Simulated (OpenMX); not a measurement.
Runs of OpenMX 3.8.5 on NbTe. Symmetry: Pm-3m, No. 221, cubic system. The conventional cell has a = 3.426 Å, b = 3.426 Å, c = 3.426 Å, α = 90.00°, β = 90.00°, γ = 90.00°. Nb (site symmetry m-3m) is surrounded by 8 Te at 2.97 Å. Te (site symmetry m-3m) is surrounded by 8 Nb at 2.97 Å. The cell was built by a generator and needn't be a form met in nature.

```csv
level,potentials or basis,spin,k mesh,SCF threshold,mesh quality,pressure (GPa),moment (μB)
PBE,"OpenMX 2013 PBE set, Nb7.0-s3p2d2, Te7.0-s3p2d2f1, grid cutoff 500 Ry",off,7 × 7 × 7,1e-08 Ha,not flagged,3.2,-
PBE,"OpenMX 2013 PBE set, Nb7.0-s3p2d2, Te7.0-s3p2d2f1, grid cutoff 500 Ry","non-collinear, zero start",5 × 5 × 5,1e-07 Ha,coarse,-,0.00
LDA,"OpenMX 2013 LDA set, Nb7.0-s3p2d2, Te7.0-s3p2d2f1, grid cutoff 500 Ry",off,7 × 7 × 7,1e-08 Ha,not flagged,(a),-
PBE,"OpenMX 2013 PBE set, Nb7.0-s3p2d2, Te7.0-s3p2d2f1, grid cutoff 500 Ry","non-collinear, zero start, SOC",5 × 5 × 5,1e-07 Ha,coarse,-,0.00
```

Alike in all rows: task band structure; cell as given; smearing fermi-dirac 0.05 eV.

Task: Fill in the values left out.

Result: (a) -4.4.

Caveats: some runs use coarse meshes; the basis of atomic orbitals isn't converged, which shifts pressures, moduli and gaps; total energies with and without spin-orbit coupling shouldn't be compared in this program (some runs).

Not every run made on this cell is shown here.
